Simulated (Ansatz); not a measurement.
**AlClFH2N: up Jacob's ladder to CCSD(T)**

An exercise on one series of results from a longer session: the logs are not shown, and one member is left open.

Computed with Ansatz 0.2.0, Gaussian basis. Level: functionals in def2-TZVPP, the program's frozen cores in correlated methods.

The runs, in order: LDA (SPW92), PBE-D4, revPBE-D4, BLYP-D4, r2SCAN-D4, B97M-V, PBE0-D4, B3LYP-D4, r2SCANh-D4, r2SCAN0-D4, HSE06-D4, BHLYP-D4, CAM-B3LYP-D4, LC-ωPBE, ωB97X-V, ωB97M-V, B2PLYP, PBE-QIDH; CCSD(T)/def2-SVP; CCSD(T)/def2-TZVPP; MP2/def2-QZVPP; extrapolation to the limit; RPA on PBE.

### Structure used throughout

All runs share one geometry, relaxed beforehand with PBE0-D4 in a triple-zeta def2 set.

SMILES `[NH2][Al]([F])[Cl]`, 6 atoms, charge 0, spin multiplicity 1.

Atoms are counted from 1 here; the program's logs count them from 0.

Bond lengths: N1–Al2 1.746 Å, N1–H5 1.006 Å, N1–H6 1.006 Å, Al2–F3 1.641 Å, Al2–Cl4 2.079 Å. Angles: Al2–N1–H5 124.6°, Al2–N1–H6 124.3°, H5–N1–H6 111.1°, N1–Al2–F3 119.8°, N1–Al2–Cl4 121.2°, F3–Al2–Cl4 119.0°.

The first run:

Input file in.yaml:

```yaml
crystal:
  periodic: [false, false, false]
  atoms:
    - {symbol: N, position_ang: [-0.112271, 0.982553, -0.025794]}
    - {symbol: Al, position_ang: [0.152507, -0.739085, 0.092268]}
    - {symbol: F, position_ang: [1.041755, -1.345498, 1.331111]}
    - {symbol: Cl, position_ang: [-0.641135, -2.049374, -1.313605]}
    - {symbol: H, position_ang: [0.246294, 1.661487, 0.624758]}
    - {symbol: H, position_ang: [-0.645149, 1.426016, -0.754937]}
basis:
  gaussian: {orbitals: def2-TZVPP}
hamiltonian: {xc: lda}
output: {orbitals: {seedname: orbitals}}
```

Among the steps run: LDA; PBE-D4 (GGA); revPBE-D4 (GGA); BLYP-D4 (GGA); r2SCAN-D4 (meta-GGA); B97M-V (meta-GGA); PBE0-D4 (hybrid); B3LYP-D4 (hybrid); r2SCANh-D4 (hybrid); r2SCAN0-D4 (hybrid); HSE06-D4 (hybrid); BHLYP-D4 (hybrid); CAM-B3LYP-D4 (range-separated); LC-ωPBE-D4 (range-separated; the results give it without D4); ωB97X-V (range-separated); ωB97M-V (range-separated); B2PLYP (double hybrid); PBE-QIDH (double hybrid).

One table of the session follows, with a row left open; its other results are not shown here.

It belongs to the step «Orbital energies across the functionals». 

```
  functional  HOMO (eV)  gap (eV)
 LDA (SPW92)      -6.79      5.07
      PBE-D4      -6.59      5.11
   revPBE-D4      -6.51      5.18
     BLYP-D4      -6.45      5.01
   r2SCAN-D4      -6.90      5.93
      B97M-V      -6.92      5.66
     PBE0-D4      -8.03      7.41
    B3LYP-D4      -7.77      6.84
  r2SCANh-D4      -7.44      6.73
  r2SCAN0-D4      -8.25      7.93
    HSE06-D4      -7.62      6.63
    BHLYP-D4      -9.38      9.47
CAM-B3LYP-D4      -9.50      9.73
     LC-ωPBE     -10.97     12.52
     ωB97X-V     -10.55     11.87
     ωB97M-V          ?         ?
```

Estimate the missing values for ωB97M-V.

**Answer.** HOMO (eV): -10.43; gap (eV): 11.41. In the column «HOMO (eV)» it lies between ωB97X-V (-10.55) and CAM-B3LYP-D4 (-9.50).
